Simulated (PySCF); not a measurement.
**Pb: dipole response in def2-TZVPPD with ECP60**

How polarisable is Pb at the levels listed below?

Method: unrestricted determinants in a Gaussian basis, no spin-orbit coupling in the energies. Code: PySCF 2.14.0.

## Step 1: The system

| Item | Value |
| --- | --- |
| Element | lead (Z = 82) |
| Basis | def2-TZVPPD with the def2 core potential (60 electrons) (7s5p4d2f, 56 functions) |
| Hamiltonian | a scalar-relativistic core potential |
| State 1 | Pb: [Xe] 4f14 5d10 6s1 6p3, high-spin 5S determinant (an excited configuration) |
| Methods | UHF, PBE, PBE0, M06, PW91 |

Outer shells as boxes (Hund's rule):

Pb [Xe] 4f14 5d10 6s1 6p3
```
[Xe] core
4f [↑↓][↑↓][↑↓][↑↓][↑↓][↑↓][↑↓]
5d [↑↓][↑↓][↑↓][↑↓][↑↓]
6s [↑ ]
6p [↑ ][↑ ][↑ ]
```

The runs were made by one driver on top of PySCF. The scripts below sum up each run's settings (the driver also hands on starting orbitals that pick excited configurations, and frozen orbitals as a list rather than a count), and the logs come from the driver's own runs. The driver starts from symmetry-adapted Hartree-Fock orbitals, holds the occupation by maximum overlap and uses a logarithmic radial grid for functionals, so a plain start would take other cycles.

The integrals over 56 functions and the set-up took 0.21 s of CPU time.

## Step 2: Pb [Xe] 4f14 5d10 6s1 6p3

#### UHF

Input file input.py:

```python
from pyscf import gto, scf, dft, mp, cc
import basis_set_exchange as bse
txt = bse.get_basis("def2-TZVPPD", elements=["Pb"], fmt="nwchem", header=False)
cut = txt.index("\nECP")
mol = gto.M(atom="Pb 0 0 0", charge=0, spin=4, symmetry="D2h",
            basis=gto.basis.parse(txt[:cut]),
            ecp={"Pb": gto.basis.parse_ecp(txt[cut:])})
mf = scf.UHF(mol)
mf.irrep_nelec = {'Ag': (4, 3), 'B1g': (1, 1), 'B2g': (1, 1), 'B3g': (1, 1), 'B1u': (2, 1), 'B2u': (2, 1), 'B3u': (2, 1)}
mf.kernel()
```

What it wrote:

```text
damping factor = 0
level_shift factor = 0
DIIS = <class 'pyscf.scf.diis.CDIIS'>
diis_start_cycle = 1
diis_space = 10
diis_damp = 0
SCF conv_tol = 1e-09
SCF conv_tol_grad = None
number electrons alpha = 13  beta = 9
cycle= 1 E= -191.663005006523  delta_E= -2.98e-09  |g|= 1.72e-05  |ddm|= 0.000219
cycle= 2 E= -191.663005006831  delta_E= -3.08e-10  |g|= 5.34e-06  |ddm|= 8.09e-05
converged SCF energy = -191.663005006831  <S^2> = 6.0098003  2S+1 = 5.0039186
```

CPU time 1.1 s on a shared host, the integrals not counted.

Orbital energies by shell (radii are means over both spins):

```tsv
shell	electrons	mean orbital energy (eV)	spread (eV)	rms radius (bohr)
5s α	1	-169.49	0	0.925
5s β	1	-168.90	0	0.925
5p α	3	-106.36	0	1.05
5p β	3	-106.07	0	1.05
5d α	5	-30.758	0	1.39
5d β	5	-30.017	0	1.39
6s α	1	-19.836	0	2.56
6p α	3	-8.341	0	3.35
```

⟨S²⟩ = 6.010, ⟨L²⟩ = 0.00.

The driver then solved the coupled dipole response at imaginary frequencies: mean α = 55.44 bohr³, C₆ = 661.4 au for a like pair.

Energies and moments cover only the electrons outside the core potential. The p, d and f levels are scalar averages; spin-orbit coupling splits them strongly at this Z. Spin-orbit coupling is strong in this species (close to jj coupling), so the high-spin LS determinant is a model state, not a physical level.

#### PBE

input.py, as changed from the run before:

```diff
@@ -7,3 +7,3 @@
             ecp={"Pb": gto.basis.parse_ecp(txt[cut:])})
-mf = scf.UHF(mol)
+mf = dft.UKS(mol, xc="PBE")
 mf.irrep_nelec = {'Ag': (4, 3), 'B1g': (1, 1), 'B2g': (1, 1), 'B3g': (1, 1), 'B1u': (2, 1), 'B2u': (2, 1), 'B3u': (2, 1)}
```

What it wrote:

```text
damping factor = 0
level_shift factor = 0
DIIS = <class 'pyscf.scf.diis.CDIIS'>
diis_start_cycle = 1
diis_space = 10
diis_damp = 0
SCF conv_tol = 1e-09
SCF conv_tol_grad = None
number electrons alpha = 13  beta = 9
XC functionals = PBE
    J. P. Perdew, K. Burke, and M. Ernzerhof.,  Phys. Rev. Lett. 77, 3865 (1996)
    J. P. Perdew, K. Burke, and M. Ernzerhof.,  Phys. Rev. Lett. 78, 1396 (1997)
    J. P. Perdew, K. Burke, and M. Ernzerhof.,  Phys. Rev. Lett. 77, 3865 (1996)
    J. P. Perdew, K. Burke, and M. Ernzerhof.,  Phys. Rev. Lett. 78, 1396 (1997)
cycle= 1 E= -192.608768998034  delta_E= -0.012  |g|= 0.0235  |ddm|= 0.553
cycle= 2 E= -192.608820309006  delta_E= -5.13e-05  |g|= 0.02  |ddm|= 0.0613
cycle= 3 E= -192.608953032584  delta_E= -0.000133  |g|= 0.000632  |ddm|= 0.0261
cycle= 4 E= -192.608953350339  delta_E= -3.18e-07  |g|= 0.000165  |ddm|= 0.0024
cycle= 5 E= -192.608953369034  delta_E= -1.87e-08  |g|= 3.1e-06  |ddm|= 0.000417
cycle= 6 E= -192.608953369037  delta_E= -3.27e-12  |g|= 1.68e-08  |ddm|= 6.32e-06
converged SCF energy = -192.608953369037  <S^2> = 6.002671  2S+1 = 5.0010683
```

It used 3.2 s of CPU time after the integrals (shared host).

The driver then solved the coupled dipole response at imaginary frequencies: mean α = 63.15 bohr³, C₆ = 769.6 au for a like pair.

#### PBE0

input.py, as changed from the run before:

```diff
@@ -7,3 +7,3 @@
             ecp={"Pb": gto.basis.parse_ecp(txt[cut:])})
-mf = dft.UKS(mol, xc="PBE")
+mf = dft.UKS(mol, xc="PBE0")
 mf.irrep_nelec = {'Ag': (4, 3), 'B1g': (1, 1), 'B2g': (1, 1), 'B3g': (1, 1), 'B1u': (2, 1), 'B2u': (2, 1), 'B3u': (2, 1)}
```

What it wrote:

```text
damping factor = 0
level_shift factor = 0
DIIS = <class 'pyscf.scf.diis.CDIIS'>
diis_start_cycle = 1
diis_space = 10
diis_damp = 0
SCF conv_tol = 1e-09
SCF conv_tol_grad = None
number electrons alpha = 13  beta = 9
XC functionals = PBE0
    C. Adamo and V. Barone.,  J. Chem. Phys. 110, 6158 (1999)
    M. Ernzerhof and G. E. Scuseria.,  J. Chem. Phys. 110, 5029 (1999)
cycle= 1 E= -192.596275031956  delta_E= -0.00701  |g|= 0.0123  |ddm|= 0.389
cycle= 2 E= -192.596340060758  delta_E= -6.5e-05  |g|= 0.00556  |ddm|= 0.0515
cycle= 3 E= -192.596350214676  delta_E= -1.02e-05  |g|= 0.00141  |ddm|= 0.00746
cycle= 4 E= -192.596350955171  delta_E= -7.4e-07  |g|= 4.6e-05  |ddm|= 0.00354
cycle= 5 E= -192.596350956341  delta_E= -1.17e-09  |g|= 2.51e-06  |ddm|= 0.000145
cycle= 6 E= -192.596350956344  delta_E= -2.81e-12  |g|= 7.79e-08  |ddm|= 6.22e-06
converged SCF energy = -192.596350956344  <S^2> = 6.0036586  2S+1 = 5.0014632
```

CPU time 4 s on a shared host, the integrals not counted.

The driver then solved the coupled dipole response at imaginary frequencies: mean α = 59.58 bohr³, C₆ = 718.2 au for a like pair.

#### M06

input.py, as changed from the run before:

```diff
@@ -7,3 +7,3 @@
             ecp={"Pb": gto.basis.parse_ecp(txt[cut:])})
-mf = dft.UKS(mol, xc="PBE0")
+mf = dft.UKS(mol, xc="M06")
 mf.irrep_nelec = {'Ag': (4, 3), 'B1g': (1, 1), 'B2g': (1, 1), 'B3g': (1, 1), 'B1u': (2, 1), 'B2u': (2, 1), 'B3u': (2, 1)}
```

What it wrote:

```text
damping factor = 0
level_shift factor = 0
DIIS = <class 'pyscf.scf.diis.CDIIS'>
diis_start_cycle = 1
diis_space = 10
diis_damp = 0
SCF conv_tol = 1e-09
SCF conv_tol_grad = None
number electrons alpha = 13  beta = 9
XC functionals = M06
    Y. Zhao and D. G. Truhlar.,  Theor. Chem. Acc. 120, 215 (2008)
    Y. Zhao and D. G. Truhlar.,  Theor. Chem. Acc. 120, 215 (2008)
cycle= 1 E= -192.57542581136  delta_E= -0.00837  |g|= 0.0151  |ddm|= 0.387
cycle= 2 E= -192.575620707068  delta_E= -0.000195  |g|= 0.00324  |ddm|= 0.0549
cycle= 3 E= -192.575631799696  delta_E= -1.11e-05  |g|= 0.00144  |ddm|= 0.0118
cycle= 4 E= -192.575632643977  delta_E= -8.44e-07  |g|= 0.000303  |ddm|= 0.00265
cycle= 5 E= -192.575632695066  delta_E= -5.11e-08  |g|= 8.28e-05  |ddm|= 0.000696
cycle= 6 E= -192.57563269934  delta_E= -4.27e-09  |g|= 4.03e-06  |ddm|= 0.000158
cycle= 7 E= -192.575632699349  delta_E= -9.01e-12  |g|= 9.18e-07  |ddm|= 1.22e-05
converged SCF energy = -192.575632699349  <S^2> = 6.0011126  2S+1 = 5.000445
```

CPU time 9.5 s on a shared host, the integrals not counted.

The driver then solved the coupled dipole response at imaginary frequencies: mean α = 64.94 bohr³, C₆ = 775.2 au for a like pair.

#### PW91

input.py, as changed from the run before:

```diff
@@ -7,3 +7,3 @@
             ecp={"Pb": gto.basis.parse_ecp(txt[cut:])})
-mf = dft.UKS(mol, xc="M06")
+mf = dft.UKS(mol, xc="PW91,PW91")
 mf.irrep_nelec = {'Ag': (4, 3), 'B1g': (1, 1), 'B2g': (1, 1), 'B3g': (1, 1), 'B1u': (2, 1), 'B2u': (2, 1), 'B3u': (2, 1)}
```

What it wrote:

```text
damping factor = 0
level_shift factor = 0
DIIS = <class 'pyscf.scf.diis.CDIIS'>
diis_start_cycle = 1
diis_space = 10
diis_damp = 0
SCF conv_tol = 1e-09
SCF conv_tol_grad = None
number electrons alpha = 13  beta = 9
XC functionals = PW91,PW91
    J. P. Perdew. In P. Ziesche and H. Eschrig, editors, Proceedings of the 75. WE-Heraeus-Seminar and 21st Annual International Symposium on Electronic Structure of Solids, 11. Berlin, 1991. Akademie Verlag.
    J. P. Perdew, J. A. Chevary, S. H. Vosko, K. A. Jackson, M. R. Pederson, D. J. Singh, and C. Fiolhais.,  Phys. Rev. B 46, 6671 (1992)
    J. P. Perdew, J. A. Chevary, S. H. Vosko, K. A. Jackson, M. R. Pederson, D. J. Singh, and C. Fiolhais.,  Phys. Rev. B 48, 4978 (1993)
    J. P. Perdew. In P. Ziesche and H. Eschrig, editors, Proceedings of the 75. WE-Heraeus-Seminar and 21st Annual International Symposium on Electronic Structure of Solids, 11. Berlin, 1991. Akademie Verlag.
    J. P. Perdew, J. A. Chevary, S. H. Vosko, K. A. Jackson, M. R. Pederson, D. J. Singh, and C. Fiolhais.,  Phys. Rev. B 46, 6671 (1992)
    J. P. Perdew, J. A. Chevary, S. H. Vosko, K. A. Jackson, M. R. Pederson, D. J. Singh, and C. Fiolhais.,  Phys. Rev. B 48, 4978 (1993)
cycle= 1 E= -192.685937261671  delta_E= -0.0123  |g|= 0.0215  |ddm|= 0.567
cycle= 2 E= -192.68597821441  delta_E= -4.1e-05  |g|= 0.0181  |ddm|= 0.0532
cycle= 3 E= -192.686086304438  delta_E= -0.000108  |g|= 0.000625  |ddm|= 0.0235
cycle= 4 E= -192.686086649604  delta_E= -3.45e-07  |g|= 0.000131  |ddm|= 0.00238
cycle= 5 E= -192.686086661185  delta_E= -1.16e-08  |g|= 1.85e-06  |ddm|= 0.000323
cycle= 6 E= -192.686086661186  delta_E= -1.11e-12  |g|= 2.55e-08  |ddm|= 3.55e-06
converged SCF energy = -192.686086661186  <S^2> = 6.0026095  2S+1 = 5.0010437
```

It used 3.2 s of CPU time after the integrals (shared host).

The driver then solved the coupled dipole response at imaginary frequencies: mean α = 62.35 bohr³, C₆ = 756.2 au for a like pair.

Radial density 4πr²ρ of Pb at UHF, the electrons outside the core potential:

```tsv
r (bohr)	density	spin density
0.0186	1.57e-05	0.000
0.0313	3.11e-05	0.000
0.0527	4.86e-05	0.000
0.0886	0.000152	0.000
0.149	0.00142	0.000
0.251	0.0278	0.001
0.422	1.10	0.035
0.709	15.2	0.230
1.19	15.7	-0.102
2.01	3.79	1.563
3.38	1.17	1.125
5.68	0.118	0.118
9.55	0.00115	0.001
```

## Step 3: Polarisabilities and C₆

Pb [Xe] 4f14 5d10 6s1 6p3, in atomic units:

```tsv
method	mean α	C₆ (like pair)	S(−4)
UHF	55.44	661.4	913.3
PBE	63.15	769.6	1346
PBE0	59.58	718.2	1142
M06	64.94	775.2	1531
PW91	62.35	756.2	1309
```

α(iu) at PW91:

```tsv
u (hartree)	α(iu) (bohr³)
0	62.35
0.0500	59.29
0.100	52.07
0.200	36.63
0.300	25.93
0.500	14.95
0.750	9.228
1.00	6.516
1.50	3.963
2.00	2.742
3.00	1.566
5.00	0.7064
```

## Step 4: Summary of results

```
                      quantity                             value
α of Pb [Xe] 4f14 5d10 6s1 6p3  55.44 (UHF) to 64.94 (M06) bohr³
```

A single London oscillator with the computed α and C₆ of Pb [Xe] 4f14 5d10 6s1 6p3 at UHF would have ω = 4 C₆ / (3 α²) = 0.287 hartree. The basis is finite, and no extrapolation was made.
